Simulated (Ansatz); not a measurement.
## ZrB2, space group P6/mmm: a convergence test of the k-point mesh, step by step

Computed with Ansatz's Python interface.

The script reads `zrb2.cif`:
```cif
data_ZrB2
_cell_length_a 3.170000
_cell_length_b 3.170000
_cell_length_c 3.533000
_cell_angle_alpha 90.00000
_cell_angle_beta 90.00000
_cell_angle_gamma 120.00000
_symmetry_space_group_name_H-M 'P 1'
_symmetry_Int_Tables_number 1
loop_
_symmetry_equiv_pos_as_xyz
'x, y, z'
loop_
_atom_site_label
_atom_site_type_symbol
_atom_site_fract_x
_atom_site_fract_y
_atom_site_fract_z
Zr1 Zr    0.000000    0.000000    0.000000
B2 B    0.333333    0.666667    0.500000
B3 B    0.666667    0.333333    0.500000
```

Interactive session:
```pycon
>>> import ansatz as az
>>> from ase.io import read
>>> atoms = read('zrb2.cif')
>>> xtal = az.Crystal.from_ase(atoms)
>>> xtal.resolved().sites[-1]
Site(symbol='B', position=(0.6666669999999999, 0.33333299999999993, 0.5), moment=None, axis=None, held=None, saved=None)
>>> base = xtal.calculation()
>>> base = base.occupations('cold').functional('r2scan')
>>> base = base.forces()
>>> base = base.stress()
>>> rows = []
>>> for value in [0.9, 0.7, 0.55, 0.45, 0.35]:
...     summary = base.kpoints(spacing=value).run(threads=1, backend='cpu').report
...     rows.append((value, summary['free_energy_ev'] / len(summary['lattice']['sites']), summary['n_iterations'], sum(summary['stress_gpa'][i][i] for i in range(3)) / 3, max(abs(f) for row in summary['forces_ev_ang'] for f in row), summary['n_kpoints']))
...
DeckWarning: the atoms were moved onto the symmetric positions of the space group found under crystal.symmetry.tolerance 1.0e-5 (fractional; no operation is sought that the atoms, as they stand in a round, miss by more than twice it, and no atom is moved by as much as it), and the run uses the moved positions. Before a round's move an operation carried an atom to 3.17e-6 Å from where it should [...]
DeckWarning: basis.ecutwfc = 500 eV, auto-derived from the records' recommended cutoffs: set by Zr (their level for a meta-GGA)
>>> print('spacing (1/A)   F/atom (eV)    iterations       P (GPa)  max component (eV/A)      k-points')
spacing (1/A)   F/atom (eV)    iterations       P (GPa)  max component (eV/A)      k-points
>>> for row in rows:
...     print(f'{str(row[0]):>12s}  {row[1]:12.5f}  {row[2]:12d}  {row[3]:12.3f}  {row[4]:20.4f}  {row[5]:12d}')
...
         0.9   -1503.79328             7         0.011                0.0000             6
         0.7   -1503.76153             6         0.953                0.0000             8
        0.55   -1503.76779             7         0.948                0.0000            15
        0.45   -1503.76076             6         0.990                0.0000            21
        0.35   -1503.77443             6         0.798                0.0000            32
>>> for row in rows[:-1]:
...     shift = 1000 * (row[1] - rows[-1][1])
...     print(f'{row[0]}: {shift:+.2f} meV/atom' + ('  (within 5 meV)' if abs(shift) < 5 else ''))
...
0.9: -18.85 meV/atom
0.7: +12.91 meV/atom
0.55: +6.64 meV/atom
0.45: +13.68 meV/atom
```

Reading the output:
- Forces vanish by symmetry here and test nothing.
- Pressure is positive in compression.
- The starting cell is as deposited in a crystallographic database; the results hold for this polymorph, which needn't be the stable one.
- Warnings are shown shortened and without file and line.
- Shifts are counted from the finest mesh, which is itself no proven limit.
- Wall time of the script: 7.5 s on 1 thread of Arm Neoverse V2, on a shared host, peak memory 0.48 GiB.
